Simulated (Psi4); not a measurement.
# B3LYP/6-31G(d) (Cartesian functions) run of GeH2O2 (SMILES [OH][Ge][OH])

What is the vertical singlet–triplet gap of GeH2O2 at B3LYP/6-31G* (Cartesian functions)? 

The calculation is run with Psi4 1.11.

1 further run of the same task is left out (set aside as unsound or not needed).

### Step 1. The molecule

The species is GeH2O2 (5 atoms), meant as a singlet with charge 0. SMILES: `[OH][Ge][OH]`. The shape is that of a PBE0-D4/def2-TZVP optimisation. This is one conformer, not always the lowest.

Bond lengths: O1–Ge2 1.790 Å, Ge2–O3 1.790 Å, O1–H4 0.961 Å, O3–H5 0.961 Å. Angles: O1–Ge2–O3 102.4°, Ge2–O1–H4 118.8°, Ge2–O3–H5 118.8°.

### Step 2. A single-point energy at B3LYP/6-31G(d) (Cartesian functions)

Contents of job.py:

```python
import psi4

psi4.set_memory('1600 MB')
psi4.set_num_threads(1)
psi4.core.set_output_file('run.log', False)

geom = psi4.geometry("""
O     -1.341000    -0.099500    -0.377400
Ge    -0.316400    -0.895800     0.855300
O      1.281900    -0.142300     0.570200
H     -0.940900     0.550800    -0.961500
H      1.366400     0.513200    -0.127900
symmetry c1
""")

options = {'reference': 'rks', 'puream': False, 'e_convergence': 1e-09, 'd_convergence': 1e-08, 'scf_type': 'pk', 'dft_radial_points': 99, 'dft_spherical_points': 590}
psi4.set_options(options)

result, w = psi4.energy('b3lyp/6-31G*', return_wfn=True)
psi4.oeprop(w, 'DIPOLE', 'LOWDIN_CHARGES', 'MULLIKEN_CHARGES', title='B3LYP')
print(f'b3lyp/6-31G* energy: {result:.10f} Eh')
```

Run with:

```
$ python job.py
```

run.log:

```text
[...]
  Running in c1 symmetry.
[...]
  Nuclear repulsion =  189.662083617986980
[...]
  Multiplicity = 1
[...]
  Nalpha       = 25
  Nbeta        = 25
[...]
    Number of basis functions: 69
[...]
   @RKS iter   1: -2226.99106382414402   -2.31965e+00   4.23542e-02 DIIS/ADIIS
[...]
   @RKS iter  12: -2228.45311017204267    9.09495e-13   8.67812e-10 DIIS
[...]
    Orbital Energies [Eh]
    ---------------------
    Doubly Occupied:
       1A   -398.764413     2A    -49.818934     3A    -44.344868
       4A    -44.343312     5A    -44.342197     6A    -19.152703
       7A    -19.152695     8A     -6.244592     9A     -4.418151
      10A     -4.414899    11A     -4.410188    12A     -1.223225
      13A     -1.221905    14A     -1.219564    15A     -1.215665
      16A     -1.212717    17A     -0.996193    18A     -0.970104
      19A     -0.559847    20A     -0.498734    21A     -0.401238
      22A     -0.344566    23A     -0.318059    24A     -0.310054
      25A     -0.279632
[...]
  @RKS Final Energy: -2228.45311017204267
   => Energetics <=
    Nuclear Repulsion Energy =            189.6620836179869798
    One-Electron Energy =               -3480.7817640468351783
    Two-Electron Energy =                1140.7723449736154180
    DFT Exchange-Correlation Energy =     -78.1057747168098757
    Empirical Dispersion Energy =           0.0000000000000000
    VV10 Nonlocal Energy =                  0.0000000000000000
    Total Energy =                      -2228.4531101720426705
[...]
 Multipole Moments:
 ------------------------------------------------------------------------------------
     Multipole            Electronic (a.u.)      Nuclear  (a.u.)        Total (a.u.)
 ------------------------------------------------------------------------------------
 L = 1.  Multiply by 2.5417464519 to convert [e a0] to [Debye]
 Dipole X            :         -1.5043471            1.7056874            0.2013403
 Dipole Y            :         -4.0627748            4.6044356            0.5416608
 Dipole Z            :          3.9797845           -4.5127509           -0.5329663
 Magnitude           :                                                    0.7861218
[...]
  Mulliken Charges: (a.u.)
   Center  Symbol    Alpha    Beta     Spin     Total
       1     O     4.34555  4.34555  0.00000 -0.69111
       2    GE    15.69580 15.69580  0.00000  0.60841
       3     O     4.34556  4.34556  0.00000 -0.69112
       4     H     0.30654  0.30654  0.00000  0.38691
       5     H     0.30655  0.30655  0.00000  0.38690
   Total alpha = 25.00000, Total beta = 25.00000, Total charge = -0.00000
  Lowdin Charges: (a.u.)
   Center  Symbol    Alpha    Beta     Spin     Total
       1     O     4.29796  4.29796  0.00000 -0.59591
[...]
```

Standard output:

```text
b3lyp/6-31G* energy: -2228.4531101720 Eh
```

It took 6.6 s on 1 thread of Intel Xeon 6975P-C (Granite Rapids), shared host; peak memory 0.72 GiB.

### Step 3. The triplet: energy and gradient at UB3LYP/6-31G(d) (Cartesian functions)

Contents of geh2o2.xyz:

```xyz
5
GeH2O2
O     -1.341000    -0.099500    -0.377400
Ge    -0.316400    -0.895800     0.855300
O      1.281900    -0.142300     0.570200
H     -0.940900     0.550800    -0.961500
H      1.366400     0.513200    -0.127900
```

Contents of calc.py:

```python
import psi4

psi4.set_memory('1600 MB')
psi4.set_num_threads(1)
psi4.set_output_file('run.log', False)

with open('geh2o2.xyz') as f:
    atoms = ''.join(f.readlines()[2:])
m = psi4.geometry('0 3\n' + atoms + 'symmetry c1')

psi4.set_options({
    'basis': '6-31G*',
    'reference': 'uks',
    'puream': False,
    'e_convergence': 1e-09,
    'd_convergence': 1e-08,
    'scf_type': 'pk',
    'dft_radial_points': 99,
    'dft_spherical_points': 590,
    'maxiter': 200,
})

e_tot = psi4.gradient("b3lyp")
print('gradient / Eh bohr^-1')
print(e_tot.np.round(6))
```

Run with:

```
$ python calc.py
```

run.log:

```text
[...]
  Running in c1 symmetry.
[...]
  Nuclear repulsion =  189.662083617986980
[...]
  Multiplicity = 3
[...]
  Nalpha       = 26
  Nbeta        = 24
[...]
    Number of basis functions: 69
[...]
   @UKS iter   1: -2226.71146837872448   -2.04005e+00   4.26411e-02 DIIS/ADIIS
[...]
   @UKS iter  14: -2228.30505909143403   -3.18323e-12   5.71381e-09 DIIS
[...]
   @S^2 Observed:                2.002019631E+00
[...]
    Orbital Energies [Eh]
    ---------------------
    Alpha Occupied:
       1A   -398.788423     2A    -49.841805     3A    -44.367058
       4A    -44.366709     5A    -44.366516     6A    -19.156631
       7A    -19.156627     8A     -6.269648     9A     -4.441391
      10A     -4.440716    11A     -4.437649    12A     -1.252001
      13A     -1.244701    14A     -1.242042    15A     -1.240680
      16A     -1.240165    17A     -1.004269    18A     -0.978632
      19A     -0.577735    20A     -0.508607    21A     -0.407019
      22A     -0.353833    23A     -0.335229    24A     -0.324452
      25A     -0.319149    26A     -0.138046
    Alpha Virtual:
[...]
  @UKS Final Energy: -2228.30505909143403
   => Energetics <=
    Nuclear Repulsion Energy =            189.6620836179869798
    One-Electron Energy =               -3479.9378833774317172
    Two-Electron Energy =                1140.0705152987054589
    DFT Exchange-Correlation Energy =     -78.0997746306946823
    Empirical Dispersion Energy =           0.0000000000000000
    VV10 Nonlocal Energy =                  0.0000000000000000
    Total Energy =                      -2228.3050590914344866
[...]
 Multipole Moments:
 ------------------------------------------------------------------------------------
     Multipole            Electronic (a.u.)      Nuclear  (a.u.)        Total (a.u.)
 ------------------------------------------------------------------------------------
 L = 1.  Multiply by 2.5417464519 to convert [e a0] to [Debye]
 Dipole X            :         -1.5932988            1.7056874            0.1123887
 Dipole Y            :         -4.3020679            4.6044356            0.3023677
 Dipole Z            :          4.2152812           -4.5127509           -0.2974697
 Magnitude           :                                                    0.4388002
[...]
  -Total Gradient:
     Atom            X                  Y                   Z
    ------   -----------------  -----------------  -----------------
       1        0.041411128181     0.007948799166     0.005309094164
       2       -0.004226540708    -0.011303746566     0.011146303396
       3       -0.034982132562     0.009199558484    -0.022289855715
       4       -0.013314867370    -0.002707094398    -0.001510344725
       5        0.011125984464    -0.003100780987     0.007309088618
[...]
```

On the terminal:

```text
gradient / Eh bohr^-1
[[ 0.041411  0.007949  0.005309]
 [-0.004227 -0.011304  0.011146]
 [-0.034982  0.0092   -0.02229 ]
 [-0.013315 -0.002707 -0.00151 ]
 [ 0.011126 -0.003101  0.007309]]
```

It took 12 s on 1 thread of Intel Xeon 6975P-C (Granite Rapids), shared host; peak memory 0.72 GiB.

### Step 4. Outcome

At B3LYP/6-31G* (Cartesian functions):

| quantity | value |
| --- | --- |
| singlet: total energy | -2228.45311 Eh |
| singlet: dipole moment | 2.00 D |
| singlet: HOMO energy | -7.61 eV |
| singlet: LUMO energy | -1.56 eV |
| singlet: HOMO–LUMO gap | 6.05 eV |
| triplet: total energy | -2228.30506 Eh |
| triplet: dipole moment | 1.12 D |
| triplet: HOMO energy (highest over α and β) | -3.76 eV |
| triplet: ⟨S²⟩ | 2.002 |
| triplet: largest force on an atom | 2.185 eV/Å |
| vertical energy of the triplet above the singlet | 4.029 eV |

In words: At this shape the triplet lies 4.03 eV (93 kcal/mol) above the singlet.
